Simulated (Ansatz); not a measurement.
**CH6Al2OS: two torsions**

How does the energy of CH6Al2OS, SMILES [CH3][Al]([SH])[AlH][OH] change over two coordinates at once? A grid of runs gives the map.

Program: Ansatz 0.2.0. Level of theory: RKS B3LYP-D4/def2-SVP. These are calculated values, not measurements.

## Step 1: The system as given

SMILES `[CH3][Al]([SH])[AlH][OH]`, 11 atoms, charge 0, spin multiplicity 1.

Atoms are counted from 1 here; the program's logs count them from 0.

Bond lengths: C1–Al2 1.966 Å, C1–H6 1.111 Å, C1–H7 1.113 Å, C1–H8 1.110 Å, Al2–S3 2.220 Å, Al2–Al4 2.581 Å, S3–H9 1.363 Å, Al4–O5 1.732 Å, Al4–H10 1.615 Å, O5–H11 0.972 Å. Angles: Al2–C1–H6 111.3°, Al2–C1–H7 109.8°, Al2–C1–H8 112.7°, H6–C1–H7 106.5°, H6–C1–H8 108.5°, H7–C1–H8 107.8°, C1–Al2–S3 114.7°, C1–Al2–Al4 128.9°, S3–Al2–Al4 116.3°, Al2–S3–H9 95.0°, Al2–Al4–O5 116.2°, Al2–Al4–H10 126.6°, O5–Al4–H10 117.2°, Al4–O5–H11 121.6°.

Coordinates:

```mol
CH6Al2OS
  3D, bonds by distance, orders not assigned

 11 10  0  0  0  0  0  0  0  0999 V2000
   -1.1705   -1.7245    0.7549 C   0  0
    0.2280   -0.3464    0.6575 Al  0  0
    1.6699   -0.3656    2.3452 S   0  0
    0.5862    1.4763   -1.1345 Al  0  0
   -0.5067    1.4547   -2.4780 O   0  0
   -1.2803   -2.2581   -0.2136 H   0  0
   -2.1540   -1.2483    0.9657 H   0  0
   -0.9790   -2.4748    1.5499 H   0  0
    2.3861    0.7071    1.9031 H   0  0
    1.7263    2.6201   -1.1303 H   0  0
   -0.4406    2.1023   -3.1994 H   0  0
  1  2  8  0
  1  6  8  0
  1  7  8  0
  1  8  8  0
  2  3  8  0
  2  4  8  0
  3  9  8  0
  4  5  8  0
  4 10  8  0
  5 11  8  0
M  END
```

This geometry comes from a loose relaxation at PBE in a small basis, which is not shown.

## Step 3: Setting up the map

The axes are (1) dihedral C1–Al2–S3–H9: 9 values from −180 to 140 °, periodic; (2) dihedral Al2–Al4–O5–H11: 9 values from −180 to 140 °, periodic.

Nothing else is relaxed (all other coordinates rigid). Energies count from the relaxed molecule at the same level. Points are written as (first, second).

(The set-up runs are not shown.)

## Step 4: The run at (140°, 20°)

input.yaml reads:

```yaml
crystal:
  periodic: [false, false, false]
  atoms:
    - { symbol: C, position_ang: [-1.159815, -1.6976, 0.739542] }
    - { symbol: Al, position_ang: [0.244953, -0.332184, 0.667957] }
    - { symbol: S, position_ang: [1.681742, -0.396796, 2.347964] }
    - { symbol: Al, position_ang: [0.581227, 1.477085, -1.12899] }
    - { symbol: O, position_ang: [-0.539413, 1.471943, -2.429412] }
    - { symbol: H, position_ang: [-1.132688, -2.330417, -0.165277] }
    - { symbol: H, position_ang: [-2.158513, -1.226345, 0.759016] }
    - { symbol: H, position_ang: [-1.076034, -2.356027, 1.619298] }
    - { symbol: H, position_ang: [2.783269, -0.137656, 1.604791] }
    - { symbol: H, position_ang: [1.723364, 2.595219, -1.154036] }
    - { symbol: H, position_ang: [-1.407663, 1.055814, -2.411901] }
basis:
  gaussian: { orbitals: def2-SVP }
hamiltonian:
  xc: { name: B3LYP }
  dispersion: d4
output:
  forces: true
```

Started as:

```console
ansatz run input.yaml --threads 1 --pin off --max-ram 2560MiB --backend cpu --events-out ev --progress --plain --runs-dir out
```

Further runs follow: all other points of the grid.

What does the calculation give? Wanted: lowest point; highest computed point; largest force on an atom; dipole moment.

As calculated:

```
                       quantity                                                                       value
                   lowest point                                                  (−180°, −180°), 0.0 kJ/mol
         highest computed point                                 (100°, −100°), 56.6 kJ/mol above the lowest
largest force on an atom (eV/Å)  0.00 at (−180°, −180°) to 0.66 at (−100°, −100°); 0.00 at the lowest point
              dipole moment (D)       1.54 at (20°, −180°) to 2.80 at (−60°, 60°); 1.91 at the lowest point
        time for the whole task                                             19 min on 1 thread, shared host
```

What this shows: The lowest computed point is at (−180°, −180°), 0.0 kJ/mol from the relaxed molecule at the same level. There are further wells near (20°, −180°) (5.3 kJ/mol above the lowest at that grid point); (−180°, 20°) (7.2 kJ/mol above the lowest at that grid point); (20°, 20°) (12.5 kJ/mol above the lowest at that grid point). The highest computed point, (100°, −100°), lies 56.6 kJ/mol above the lowest. On the interpolated surface the easiest way out of the lowest well to the well at (−180°, 20°) passes a barrier of about 21 kJ/mol. Round the minimum the two coordinates are nearly uncoupled.
